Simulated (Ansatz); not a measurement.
# SnO2: the cost of one run

Computed with Ansatz 0.2.0 (DFT LDA, scalar-relativistic, plane waves, PAW, unless a step's input says otherwise).

### 1 Starting point

The structure is orthorhombic, space group Pnma (No. 62). The conventional cell has a = 5.305 Å, b = 3.571 Å, c = 7.310 Å, α = 90.00°, β = 90.00°, γ = 90.00°. Sn (site symmetry m) is surrounded by 5 O at 2.04 to 2.30 Å. O (site symmetry m) has 3 Sn at 2.11 to 2.12 Å as nearest neighbours. O (site symmetry m) is surrounded by 2 Sn at 2.04 to 2.30 Å.

As a file:

```xyz
12
Lattice="5.3052 0.0000 0.0000 0.0000 3.5715 0.0000 0.0000 0.0000 7.3103" Properties=species:S:1:pos:R:3 pbc="T T T"
Sn    4.0658    0.8929    3.0474
Sn    1.2394    2.6786    4.2629
Sn    3.8920    2.6786    6.7026
Sn    1.4132    0.8929    0.6077
O     2.4954    2.6786    0.9702
O     3.2688    2.6786    4.4909
O     2.8098    0.8929    6.3402
O     2.0364    0.8929    2.8194
O     0.1572    0.8929    4.6253
O     4.6890    0.8929    0.8357
O     0.6162    2.6786    6.4746
O     5.1480    2.6786    2.6850
```

The structure comes from the Materials Project (structure only).

(A quick probe on a coarse mesh, which set the mesh and smearing, is not shown.)

### 3 A loose first relaxation

input.yaml

```yaml
crystal:
  lattice:
    - [5.305233, 0.0, 0.0]
    - [0.0, 3.571475, 0.0]
    - [0.0, 0.0, 7.31033]
  atoms:
    - { symbol: Sn, position: [0.766376, 0.25, 0.416867] }
    - { symbol: Sn, position: [0.233624, 0.75, 0.583133] }
    - { symbol: Sn, position: [0.733624, 0.75, 0.916867] }
    - { symbol: Sn, position: [0.266376, 0.25, 0.083133] }
    - { symbol: O, position: [0.47037, 0.75, 0.132713] }
    - { symbol: O, position: [0.616149, 0.75, 0.61432] }
    - { symbol: O, position: [0.52963, 0.25, 0.867287] }
    - { symbol: O, position: [0.383851, 0.25, 0.38568] }
    - { symbol: O, position: [0.02963, 0.25, 0.632713] }
    - { symbol: O, position: [0.883851, 0.25, 0.11432] }
    - { symbol: O, position: [0.116149, 0.75, 0.88568] }
    - { symbol: O, position: [0.97037, 0.75, 0.367287] }
basis:
  ecutwfc: 420
kpoints:
  mp_grid: { grid: [4, 6, 4] }
hamiltonian:
  xc: lda
scf:
  occupations: { method: gaussian, width: 0.1 }
output:
  forces: true
  stress: true
  eigenvalues: true
relax:
  adjacent_minimum: "off"
  f_tol: 0.05
  max_steps: 80
  cell: { stress_tol: 0.5 }
```

Command:

```bash
ansatz run input.yaml --threads 2 --pin off --max-ram 5120MiB --backend cpu --events-out ev --progress --plain --runs-dir out
```

What time and memory should one allow on 2 threads of AMD EPYC (Zen 3), shared host?

About 3 min, with a peak of 0.59 GiB.
